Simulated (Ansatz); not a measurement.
# NaCl: the cost of one run

Method: DFT PBE, scalar-relativistic, plane waves, PAW, in Ansatz 0.2.0.

The COD entry's cell or inner coordinates are ideal or old and differ from later refinements, so a difference from it is no clean test against experiment.

### Step 1. The structure to begin with

It takes space group Fm-3m (No. 225, cubic). The conventional cell has a = 5.620 Å, b = 5.620 Å, c = 5.620 Å, α = 90.00°, β = 90.00°, γ = 90.00°. Around Na (site symmetry m-3m) lie 6 Cl at 2.81 Å. Around Cl (site symmetry m-3m) lie 6 Na at 2.81 Å.

As a file:

```
Na Cl
1.0
     0.00000    2.81000    2.81000
     2.81000    0.00000    2.81000
     2.81000    2.81000    0.00000
Na Cl
1 1
Direct
  0.00000 0.00000 0.00000
  0.50000 0.50000 0.50000
```

### Step 2. The cell under 12 GPa

At a set pressure the run lowers the enthalpy E + PV, so the energy alone may rise along the way.

File input.yaml:

```yaml
crystal:
  lattice:
    - [0.0, 2.81, 2.81]
    - [2.81, 0.0, 2.81]
    - [2.81, 2.81, 0.0]
  atoms:
    - { symbol: Na, position: [0.0, 0.0, 0.0] }
    - { symbol: Cl, position: [0.5, 0.5, 0.5] }
basis:
  ecutwfc: 420
kpoints:
  mp_grid: { grid: [6, 6, 6] }
hamiltonian:
  xc: pbe
scf:
  occupations: { method: gaussian, width: 0.1 }
output:
  forces: true
  stress: true
  eigenvalues: true
relax:
  adjacent_minimum: "off"
  f_tol: 0.05
  max_steps: 60
  cell: { stress_tol: 0.3, p_target: 12.0 }
```

On the command line:

```console
$ ansatz run input.yaml --threads 1 --pin off --max-ram 2560MiB --backend cpu --events-out ev --progress --plain --runs-dir out
```

**Question.** How long does this run take on 1 thread of Intel Xeon at 2.70GHz, shared host, and how much memory does it need?

About 3.6 s, with a peak of 0.31 GiB.
